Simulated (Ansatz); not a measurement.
Crystal: Ni2SbTe.

```
CELL_PARAMETERS angstrom
3.96562 0.00000 0.00000
-1.98281 3.43433 0.00000
0.00000 0.00000 5.20348
ATOMIC_POSITIONS crystal
Te 0.33333 0.66667 0.00000
Sb 0.66667 0.33333 0.50000
Ni 0.00000 0.00000 0.25318
Ni 0.00000 0.00000 0.74682
```

The cell comes from a database or a generator and needn't be the stable form of this composition.

Alike in all runs: program Ansatz 0.2.0; functional PBE; potentials or basis Ansatz PAW; cutoff 420 eV (not typed: the program's choice for these potentials); k mesh 7 × 7 × 5; occupations fermi-dirac, width 0.05 eV.

Starts and where they ended:

```csv
start,free energy over the lowest (meV/atom),net moment (μB),site or absolute moments (μB),gap
"collinear spin, ferromagnetic start of up to 1 μB; fixed moment 2",153.8,2.00,Te +0.18; Sb +0.15; Ni +0.66,-
"collinear spin, ferromagnetic start of up to 0.5 μB; fixed moment 1",41.6,1.00,Te +0.09; Sb +0.07; Ni +0.35,-
"collinear spin, ferromagnetic start of up to 1.5 μB; fixed moment 3",368.0,3.00,Te +0.28; Sb +0.26; Ni +0.93,-
"collinear spin, ferromagnetic start of up to 2 μB; fixed moment 4",679.3,4.00,Te +0.39; Sb +0.39; Ni +1.17,-
"collinear spin, ferromagnetic start of up to 0.25 μB; fixed moment 0.5",10.4,0.50,Te +0.04; Sb +0.03; Ni +0.18,-
"collinear spin, program default start; fixed moment 0",0.0,0.00,-,-
"collinear spin, ferromagnetic start of up to 1.25 μB; fixed moment 2.5",248.6,2.50,Te +0.23; Sb +0.21; Ni +0.79,-
"collinear spin, ferromagnetic start of up to 0.75 μB; fixed moment 1.5",87.5,1.50,Te +0.14; Sb +0.11; Ni +0.51,-
```

All polarised runs hold their moment fixed, so the table maps the energy against it. A still lower state may exist.

Caveats: the total moment is fixed, so each spin has its own Fermi level.
